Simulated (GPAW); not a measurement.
A run of GPAW 26.7.0:

The input run.py:

```python
import numpy as np
from ase import Atoms
from ase.dft.bandgap import bandgap
from ase.io import write
from gpaw import GPAW, PW
from gpaw.response.df import DielectricFunction

atoms = Atoms(['Ge', 'N', 'N', 'C'],
              cell=[[1.7937903697, 1.0356453528, 4.9219572124],
                    [-1.7937903697, 1.0356453528, 4.9219572124],
                    [0.0, -2.0712907056, 4.9219572124]],
              scaled_positions=[[0.0, 0.0, 0.0],
                                [0.5839044, 0.5839044, 0.5839044],
                                [0.4160956, 0.4160956, 0.4160956],
                                [0.5, 0.5, 0.5]],
              pbc=True)

calc = GPAW(mode=PW(600),
            xc='PBE',
            kpts={'size': (7, 7, 7), 'gamma': True},
            occupations={'name': 'fermi-dirac', 'width': 0.001},
            nbands=20,
            convergence={'density': 1e-06},
            maxiter=150,
            txt='gpaw.txt')
atoms.calc = calc
energy = atoms.get_potential_energy()
calc.write('gs.gpw')
write('result.traj', atoms)
print(f'Energy: {energy:.6f} eV')
print('Fermi level:', round(calc.get_fermi_level(), 4), 'eV')
print(f'Gap: {bandgap(calc)[0]:.4f} eV, direct: {bandgap(calc, direct=True)[0]:.4f} eV')

for size in [(11, 11, 11), (15, 15, 15)]:
    name = 'x'.join(str(n) for n in size)
    dense = calc.fixed_density(kpts={'size': size, 'gamma': True},
                               nbands=55, convergence={'bands': 49, 'eigenstates': 1e-7},
                               update_fermi_level=True, txt=f'dense-{name}.txt')
    dense.write(f'{name}.gpw', mode='all')
    df = DielectricFunction(f'{name}.gpw', frequencies=np.array([0.0]), hilbert=False, eta=0.001,
                            ecut=80, nbands=49, intraband=False, txt=f'df-{name}.txt')
    for xc in ['RPA', 'LR0.3', 'LR0.1']:
        for direction in ['x', 'y', 'z', [0, 1, 1], [1, 0, 1], [1, 1, 0]]:
            e0, e = df.get_macroscopic_dielectric_constant(xc=xc, direction=direction)
            print(f'{name} {xc} {direction}: {e0:.4f} without, {e:.4f} with local fields')
```

Potentials or basis: GPAW PAW data sets (gpaw-data 1.2.1), pw.

The run is started by

```console
$ OMP_NUM_THREADS=1 python run.py
```

Hardware: 1 thread of Arm Neoverse V2, with other jobs on the host.

Task: How long does it take, and how much memory?

Result: Run time: 27 min on 1 thread of Arm Neoverse V2 (shared host), peak memory 1.4 GiB. Counts: scf iterations 39, plane waves 1844, bands 20, k points 44.
